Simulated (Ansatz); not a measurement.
# C₃H₂F₆: small, medium and large basis sets

An exercise on one series of results from a longer session: the logs are not shown, and one member is left open.

Program: Ansatz 0.2.0, Gaussian basis. Level of theory: one geometry, several basis sets. These are calculated values, not measurements.

The runs, in order: PBE0-D4/def2-SVP; ωB97M-V/def2-SVP; PBE0-D4/def2-QZVPP; ωB97M-V/def2-QZVPP; the functionals' def2-TZVPP values are taken from earlier runs.

## The relaxed structure

An earlier PBE0-D4 in a triple-zeta def2 set relaxation fixed the geometry.

SMILES `FCC(F)(F)C(F)(F)F`, 11 atoms, charge 0, spin multiplicity 1.

Atoms are counted from 1 here; the program's logs count them from 0.

Bond lengths: F1–C2 1.365 Å, C2–C3 1.517 Å, C2–H10 1.092 Å, C2–H11 1.092 Å, C3–F4 1.346 Å, C3–F5 1.346 Å, C3–C6 1.544 Å, C6–F7 1.322 Å, C6–F8 1.333 Å, C6–F9 1.332 Å. Angles: F1–C2–C3 108.9°, F1–C2–H10 109.4°, F1–C2–H11 109.4°, C3–C2–H10 109.4°, C3–C2–H11 109.4°, H10–C2–H11 110.2°, C2–C3–F4 110.5°, C2–C3–F5 110.5°, C2–C3–C6 112.4°, F4–C3–F5 108.0°, F4–C3–C6 107.6°, F5–C3–C6 107.6°, C3–C6–F7 110.9°, C3–C6–F8 110.1°, C3–C6–F9 110.1°, F7–C6–F8 108.8°, F7–C6–F9 108.8°, F8–C6–F9 108.3°.

The first run:

Input file in.yaml:

```yaml
crystal:
  periodic: [false, false, false]
  atoms:
    - {symbol: F, position_ang: [-1.802975, 0.031829, -1.619712]}
    - {symbol: C, position_ang: [-0.554260, 0.293961, -1.135319]}
    - {symbol: C, position_ang: [-0.437123, -0.289055, 0.259983]}
    - {symbol: F, position_ang: [-0.643768, -1.618567, 0.233465]}
    - {symbol: F, position_ang: [-1.355321, 0.258577, 1.077398]}
    - {symbol: C, position_ang: [0.952991, -0.043909, 0.886376]}
    - {symbol: F, position_ang: [1.017390, -0.555395, 2.103967]}
    - {symbol: F, position_ang: [1.198138, 1.264140, 0.957266]}
    - {symbol: F, position_ang: [1.898675, -0.605886, 0.134473]}
    - {symbol: H, position_ang: [0.192355, -0.167358, -1.785938]}
    - {symbol: H, position_ang: [-0.400701, 1.374661, -1.091456]}
basis:
  gaussian: {orbitals: def2-SVP}
hamiltonian: {xc: pbe0, dispersion: d4}
output: {orbitals: {seedname: orbitals}}
```

Command:

```sh
$ ansatz run in.yaml --threads 2 --pin off --events-out ev --progress --plain --max-ram 32768MiB --backend cpu
```

Among the steps run: PBE0-D4 in def2-SVP; ωB97M-V in def2-SVP; PBE0-D4 in def2-QZVPP; ωB97M-V in def2-QZVPP.

One of the session's tables, all rows but one given; the rest of the session is left out.

It belongs to the step «Density functionals: the series». 

| functional | basis | HOMO (eV) | LUMO (eV) |
| --- | --- | --- | --- |
| PBE0-D4 | def2-SVP | -10.01 | 1.43 |
| PBE0-D4 | def2-TZVPP | -10.20 | 0.86 |
| PBE0-D4 | def2-QZVPP | -10.24 | 0.54 |
| ωB97M-V | def2-SVP | -12.40 | 3.51 |
| ωB97M-V | def2-TZVPP | ? | ? |
| ωB97M-V | def2-QZVPP | -12.66 | 1.87 |

Q: Estimate the row for ωB97M-V, def2-TZVPP from the others.

The run gave: HOMO (eV): -12.61; LUMO (eV): 2.67. In the column «HOMO (eV)» it lies between ωB97M-V, def2-QZVPP (-12.66) and ωB97M-V, def2-SVP (-12.40).
